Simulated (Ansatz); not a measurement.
# CrF3H9N3 (fac-[CrF3(NH3)3]-): the cost of one run

Method: the settings change from run to run; program: Ansatz 0.2.0, Gaussian basis.

## 1. The geometry

The geometry comes from an earlier relaxation with PBE0-D4/def2-SVPD; it is a stationary point, not always the lowest conformer.

16 atoms, charge -1, spin multiplicity 3.

Atoms are counted from 1 here; the program's logs count them from 0.

Bond lengths: Cr1–F2 1.867 Å, Cr1–N3 2.104 Å, Cr1–F7 1.868 Å, Cr1–N8 2.103 Å, Cr1–F12 1.867 Å, Cr1–N13 2.104 Å, N3–H4 1.020 Å, N3–H5 1.020 Å, N3–H6 1.022 Å, N8–H9 1.020 Å, N8–H10 1.020 Å, N8–H11 1.021 Å, N13–H14 1.020 Å, N13–H15 1.021 Å, N13–H16 1.020 Å. Angles: F2–Cr1–N3 175.2°, F2–Cr1–F7 98.4°, F2–Cr1–N8 84.7°, F2–Cr1–F12 98.4°, F2–Cr1–N13 84.6°, N3–Cr1–F7 84.7°, N3–Cr1–N8 91.9°, N3–Cr1–F12 84.7°, N3–Cr1–N13 92.0°, F7–Cr1–N8 175.2°, F7–Cr1–F12 98.4°, F7–Cr1–N13 84.6°, N8–Cr1–F12 84.7°, N8–Cr1–N13 92.1°, F12–Cr1–N13 175.3°, Cr1–N3–H4 103.7°, Cr1–N3–H5 104.1°, Cr1–N3–H6 119.4° and more.

As a file:

```xyz
16
charge -1, multiplicity 3
Cr    0.45237    0.45550    0.44779
F     0.31765    0.32191    2.30559
N     0.47879    0.48089   -1.65559
H     1.45510    0.29562   -1.88736
H     0.25562    1.44705   -1.89591
H    -0.12989   -0.15636   -2.17231
F     2.30908    0.31613    0.29731
N    -1.65024    0.48782    0.49192
H    -1.88289    1.46019    0.28807
H    -1.87936    0.28641    1.46558
H    -2.17469   -0.13387   -0.12607
F     0.30468    2.31090    0.29629
N     0.49683   -1.64707    0.49720
H     1.47407   -1.87054    0.30666
H    -0.11181   -2.17848   -0.12771
H     0.28470   -1.87609    1.46858
```

## 2. wPBEh/def2-mTZVPP

Options: restricted open-shell orbitals, atoms shaken by 0.08 Å.

Input file in.yaml:

```yaml
crystal:
  periodic: [false, false, false]
  atoms:
    - {symbol: Cr, position_ang: [0.398513, 0.383723, 0.502556]}
    - {symbol: F, position_ang: [0.112837, 0.447327, 2.445032]}
    - {symbol: N, position_ang: [0.441772, 0.494365, -1.656291]}
    - {symbol: H, position_ang: [1.546546, 0.120701, -1.872500]}
    - {symbol: H, position_ang: [0.212774, 1.376054, -1.929493]}
    - {symbol: H, position_ang: [-0.057175, -0.169169, -2.130003]}
    - {symbol: F, position_ang: [2.293088, 0.267208, 0.388888]}
    - {symbol: N, position_ang: [-1.524968, 0.408386, 0.692942]}
    - {symbol: H, position_ang: [-1.923348, 1.613018, 0.231134]}
    - {symbol: H, position_ang: [-1.849105, 0.293005, 1.396325]}
    - {symbol: H, position_ang: [-2.339711, -0.234039, -0.021622]}
    - {symbol: F, position_ang: [0.343251, 2.395292, 0.155032]}
    - {symbol: N, position_ang: [0.424442, -1.791832, 0.626600]}
    - {symbol: H, position_ang: [1.509760, -1.860532, 0.278736]}
    - {symbol: H, position_ang: [-0.057213, -2.064708, -0.191518]}
    - {symbol: H, position_ang: [0.193652, -1.777873, 1.436020]}
basis:
  gaussian: {orbitals: def2-mTZVPP}
total_charge: -1
magnetization: {spin_polarized: false, initial_magnetization: 2}
hamiltonian: {xc: {name: wPBEh}}
```

Command:

```sh
$ ansatz run in.yaml --threads 4 --pin off --events-out ev --progress --plain --max-ram 8704MiB
```

**Question.** How long does this run take on 4 threads of Arm Neoverse V1, shared host, and how much memory does it need?

About 76 s, with a peak of 1.7 GiB.
